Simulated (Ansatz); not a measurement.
# Cs3Sc2: the cost of one run

Method: DFT PBE, scalar-relativistic, plane waves, PAW, unless a step names another level, in Ansatz 0.2.0.

9 further runs of the same task are left out: 2 for a known fault of the program, 3 that didn't finish, 4 set aside as unsound or not needed.

## 1. Starting point

The structure is tetragonal, space group P4/mmm (No. 123). The conventional cell has a = 4.308 Å, b = 4.308 Å, c = 16.738 Å, α = 90.00°, β = 90.00°, γ = 90.00°. Cs (site symmetry 4/mmm) is surrounded by 4 Cs at 4.31 Å. Cs (site symmetry 4mm) has 1 Sc at 3.66 Å as nearest neighbours. Sc (site symmetry 4/mmm) is surrounded by 4 Sc at 3.05 Å.

Coordinates:

```cif
data_structure
_symmetry_space_group_name_H-M 'P4/mmm'
_symmetry_Int_Tables_number 123
_cell_length_a 4.3080
_cell_length_b 4.3080
_cell_length_c 16.7376
_cell_angle_alpha 90.000
_cell_angle_beta 90.000
_cell_angle_gamma 90.000
_cell_volume 310.64
loop_
_atom_site_label
_atom_site_type_symbol
_atom_site_symmetry_multiplicity
_atom_site_Wyckoff_symbol
_atom_site_fract_x
_atom_site_fract_y
_atom_site_fract_z
_atom_site_occupancy
Cs1 Cs 1 d 0.50000 0.50000 0.50000 1
Cs2 Cs 2 g 0.00000 0.00000 0.78105 1
Sc1 Sc 1 c 0.50000 0.50000 0.00000 1
Sc2 Sc 1 a 0.00000 0.00000 0.00000 1
```

It came out lowest among 22 distinct ends of the trial cells. At a tolerance of 0.05 Å it has space group P4/mmm (No. 123).

## 2. Tight relaxation for the response runs, on the response runs' mesh and smearing

The input, input.yaml:

```yaml
crystal:
  lattice:
    - [4.3080454382, 0.0, 0.0]
    - [0.0, 4.3080454382, 0.0]
    - [0.0, 0.0, 16.7376240615]
  atoms:
    - { symbol: Cs, position: [0.5, 0.5, 0.5] }
    - { symbol: Cs, position: [0.0, 0.0, 0.781047298] }
    - { symbol: Cs, position: [0.0, 0.0, 0.218952702] }
    - { symbol: Sc, position: [0.5, 0.5, 0.0] }
    - { symbol: Sc, position: [0.0, 0.0, 0.0] }
basis:
  ecutwfc: 420
kpoints:
  mp_grid: { grid: [8, 8, 2] }
hamiltonian:
  xc: pbe
scf:
  occupations: { method: gaussian, width: 0.1 }
output:
  forces: true
  stress: true
  eigenvalues: true
relax:
  adjacent_minimum: "off"
  f_tol: 0.001
  max_steps: 60
  cell: { stress_tol: 0.01 }
```

Launch:

```sh
$ ansatz run input.yaml --threads 3 --pin off --max-ram 7680MiB --backend cpu --events-out ev --progress --plain --runs-dir out
```

What time and memory should one allow on 3 threads of AMD EPYC 9R45 (Zen 5), shared host?

About 14 s, with a peak of 0.79 GiB.
